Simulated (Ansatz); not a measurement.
Task: a search for lower mean-field states of KSi (charge -1), with Ansatz's Python interface. Give the script and its output. Settings (for the species named): PBE0, def2-SVP basis, multiplicity 3, D3BJ dispersion.

`ksi.xyz`
```text
2

K     0.00000    0.00000    0.00000
Si    0.00000    0.00000    3.16000
```

`states_ksi.py`
```python
# -*- coding: utf-8 -*-
import ansatz as az
import numpy as np

BASIS = 'def2-SVP'
FUNCTIONAL = 'pbe0'
VDW = 'd3bj'
NET_CHARGE = -1


def main():
    geometry = az.Crystal.molecule_from_extxyz('ksi.xyz')
    symbols = [site.symbol for site in geometry.cartesian_sites]

    start = np.array([site.position_ang for site in geometry.cartesian_sites])
    for factor in [1.0, 1.3]:
        xyz = (start - start.mean(axis=0)) * factor
        scaled = az.Crystal.molecule()
        for symbol, place in zip(symbols, xyz):
            scaled = scaled.atom(symbol, place.tolist())
        calculation = (
            scaled.calculation()
            .basis(gaussian=BASIS)
            .functional(FUNCTIONAL, dispersion=VDW)
            .charge(NET_CHARGE)
            .accuracy('high')
            .spin('collinear', total=2)
        )
        for search in ('off', 'standard'):
            try:
                r = calculation.scf(lower_state_search=search).run(threads=1).report
            except az.AnsatzError as error:
                print(f'x{factor} search {search}: {type(error).__name__}')
                continue
            state = r['mean_field']['state']
            print(f'all distances x{factor}, search {search:8s} E = {r["free_energy_ev"]:.5f} eV  <S^2> = {abs(state["spin_squared"]):.3f}  other states met: {len(r["mean_field"]["others"])}')


if __name__ == '__main__':
    main()
```

`python states_ksi.py` gives:
```text
all distances x1.0, search off      E = -24188.05947 eV  <S^2> = 2.855  other states met: 0
all distances x1.0, search standard E = -24188.05947 eV  <S^2> = 2.855  other states met: 10
all distances x1.3, search off      E = -24187.88049 eV  <S^2> = 2.834  other states met: 0
all distances x1.3, search standard E = -24187.88049 eV  <S^2> = 2.834  other states met: 15
```

Caveats:
- The settings weren't tested for convergence.
- The count of other states can hold repeated and symmetry-equivalent ends of the search; scaling all distances is a test, and for more than two atoms no physical path.
- The species is open-shell (spin multiplicity 3).
- The expectation value of S² is noticeably off S(S+1) in at least one run, so that state is spin-contaminated.
- The spin state was assumed, and another may lie lower.
- Anions want diffuse functions, which this basis lacks.
- The whole script took 99 s on 1 thread of Arm Neoverse V1 (shared host), peak memory 0.31 GiB.

(A comment or docstring line of the script was reworded after the run, the code is as it ran; lines on the test bed's own set-up are left out of the output.)
